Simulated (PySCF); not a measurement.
# C4H9F3Ge (Ge(CF3)Me3): the cost of one run

Programs: PySCF 2.14.0, with routines of our own; each step states its level. All values are computed. Atoms count from 0.

## 1. The starting structure

17 atoms, charge 0, multiplicity 1; geometry from: GFN2-xTB.

## 2. Magnetic properties: GIAO BP86/def2-SVP

What the job is given:

```
{"job": {"kind": "mag", "xc": "BP86", "basis": "def2-SVP"}, "charge": 0, "multiplicity": 1}
Ge    -0.000140     0.001420    -0.162220
C     -0.001880    -0.015470     1.866310
F     -1.245020     0.008940     2.387440
F      0.647150     1.043870     2.392040
F      0.596980    -1.112150     2.374660
C      1.918300     0.001480    -0.660910
H      2.035100     0.009070    -1.740470
H      2.411510    -0.883570    -0.268630
H      2.414420     0.879350    -0.255890
C     -0.955160     1.666050    -0.656260
H     -1.012290     1.769920    -1.735480
H     -0.438230     2.533730    -0.255190
H     -1.966660     1.655970    -0.259050
C     -0.962190    -1.651320    -0.682700
H     -1.976010    -1.639100    -0.290980
H     -0.452440    -2.526880    -0.288940
H     -1.013430    -1.741320    -1.763730
```

With the program's defaults for keys left out, this is: GIAO BP86/def2-SVP magnetisability, rotational g tensor and spin-rotation constants, non-relativistic, gas phase.

Run with:

```console
> OMP_NUM_THREADS=1 python excited_run.py task.json out
```

This one command runs all jobs of the session in turn.

Q: Estimate the wall time and peak memory of this first job on 1 thread of Arm Neoverse V1, shared host.

About 51 s, with a peak of 0.71 GiB.
